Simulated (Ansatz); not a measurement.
# C₃H₈BClO: a ladder of functionals and wavefunction methods

One table from this session's results is given with a row withheld; the runs are named, their logs left out.

Method: functionals in def2-TZVPP, the program's frozen cores in correlated methods; program: Ansatz 0.2.0, Gaussian basis.

The runs, in order: PBE-D4, r2SCAN-D4, PBE0-D4, B3LYP-D4, ωB97X-V, ωB97M-V, B2PLYP; CCSD(T)/def2-TZVPP; MP2/def2-QZVPP; extrapolation to the limit.

**The relaxed structure**

All runs share one geometry, relaxed beforehand with PBE0-D4 in a triple-zeta def2 set.

14 atoms, charge 0, spin multiplicity 1.

Atoms are counted from 1 here; the program's logs count them from 0.

Bond lengths: C1–C2 1.509 Å, C1–H7 1.092 Å, C1–H8 1.092 Å, C1–H9 1.092 Å, C2–O3 1.423 Å, C2–H10 1.092 Å, C2–H11 1.093 Å, O3–B4 1.340 Å, B4–C5 1.559 Å, B4–Cl6 1.790 Å, C5–H12 1.094 Å, C5–H13 1.094 Å, C5–H14 1.091 Å. Angles: C2–C1–H7 110.7°, C2–C1–H8 110.0°, C2–C1–H9 110.7°, H7–C1–H8 108.4°, H7–C1–H9 108.7°, H8–C1–H9 108.2°, C1–C2–O3 110.8°, C1–C2–H10 110.9°, C1–C2–H11 110.9°, O3–C2–H10 105.9°, O3–C2–H11 109.8°, H10–C2–H11 108.4°, C2–O3–B4 125.8°, O3–B4–C5 120.9°, O3–B4–Cl6 120.3°, C5–B4–Cl6 118.9°, B4–C5–H12 110.5°, B4–C5–H13 110.4° and more.

As a file:

```mol
C3H8BClO
  3D, bonds by distance, orders not assigned

 14 13  0  0  0  0  0  0  0  0999 V2000
   -0.9906   -0.4476   -1.8665 C   0  0
   -0.5430    0.7748   -1.1036 C   0  0
   -0.3918    0.4787    0.2801 O   0  0
    0.7380    0.0743    0.8754 B   0  0
    0.7682   -0.2453    2.4008 C   0  0
    2.2436   -0.1069   -0.0755 Cl  0  0
   -1.9174   -0.8458   -1.4489 H   0  0
   -1.1664   -0.1909   -2.9137 H   0  0
   -0.2273   -1.2275   -1.8297 H   0  0
   -1.2940    1.5656   -1.1600 H   0  0
    0.3967    1.1626   -1.5046 H   0  0
    1.5104    0.3777    2.9086 H   0  0
    1.0780   -1.2811    2.5681 H   0  0
   -0.2043   -0.0888    2.8694 H   0  0
  1  2  8  0
  2  3  8  0
  3  4  8  0
  4  5  8  0
  4  6  8  0
  1  7  8  0
  1  8  8  0
  1  9  8  0
  2 10  8  0
  2 11  8  0
  5 12  8  0
  5 13  8  0
  5 14  8  0
M  END
```

Set-up of the first run:

in.yaml reads:

```yaml
crystal:
  periodic: [false, false, false]
  atoms:
    - {symbol: C, position_ang: [-0.990628, -0.447580, -1.866452]}
    - {symbol: C, position_ang: [-0.542968, 0.774824, -1.103567]}
    - {symbol: O, position_ang: [-0.391846, 0.478744, 0.280145]}
    - {symbol: B, position_ang: [0.738024, 0.074304, 0.875356]}
    - {symbol: C, position_ang: [0.768200, -0.245252, 2.400784]}
    - {symbol: Cl, position_ang: [2.243636, -0.106869, -0.075539]}
    - {symbol: H, position_ang: [-1.917407, -0.845830, -1.448941]}
    - {symbol: H, position_ang: [-1.166446, -0.190902, -2.913715]}
    - {symbol: H, position_ang: [-0.227328, -1.227510, -1.829698]}
    - {symbol: H, position_ang: [-1.294038, 1.565591, -1.159990]}
    - {symbol: H, position_ang: [0.396682, 1.162605, -1.504571]}
    - {symbol: H, position_ang: [1.510411, 0.377746, 2.908591]}
    - {symbol: H, position_ang: [1.078023, -1.281116, 2.568146]}
    - {symbol: H, position_ang: [-0.204317, -0.088755, 2.869442]}
basis:
  gaussian: {orbitals: def2-TZVPP}
hamiltonian: {xc: pbe, dispersion: d4}
output: {forces: true, orbitals: {seedname: orbitals}}
```

Launch:

```
$ ansatz run in.yaml --threads 2 --pin off --events-out ev --progress --plain --max-ram 32768MiB --backend cuda --devices 0, --max-vram 18GiB
```

Steps of the session up to this table: PBE-D4 (GGA); r2SCAN-D4 (meta-GGA); PBE0-D4 (hybrid); B3LYP-D4 (hybrid); ωB97X-V (range-separated); ωB97M-V (range-separated); B2PLYP (double hybrid); CCSD(T) in def2-TZVPP; MP2 in def2-QZVPP.

One of the session's tables, all rows but one given; the rest of the session is left out.

```
            method  atomisation energy (kJ/mol)
            PBE-D4                       5720.4
         r2SCAN-D4                       5637.6
           PBE0-D4                       5641.2
          B3LYP-D4                       5605.7
           ωB97X-V                       5612.4
           ωB97M-V                            ?
            B2PLYP                       5555.1
     HF/def2-TZVPP                       4242.0
    MP2/def2-TZVPP                       5571.5
   CCSD/def2-TZVPP                       5400.6
CCSD(T)/def2-TZVPP                       5474.6
           MP2/CBS                       5693.8
       CCSD(T)/CBS                       5596.9
```

**Question.** Estimate the row for ωB97M-V.

**Answer.** atomisation energy (kJ/mol): 5629.3. In the column «atomisation energy (kJ/mol)» it lies between ωB97X-V (5612.4) and r2SCAN-D4 (5637.6).

Limits of these values: Free atoms (3 C, 1 O, 1 B, 1 Cl, 8 H) were run apart at each level; the atomisation energy is their sum less the molecule, without zero-point or spin-orbit terms.
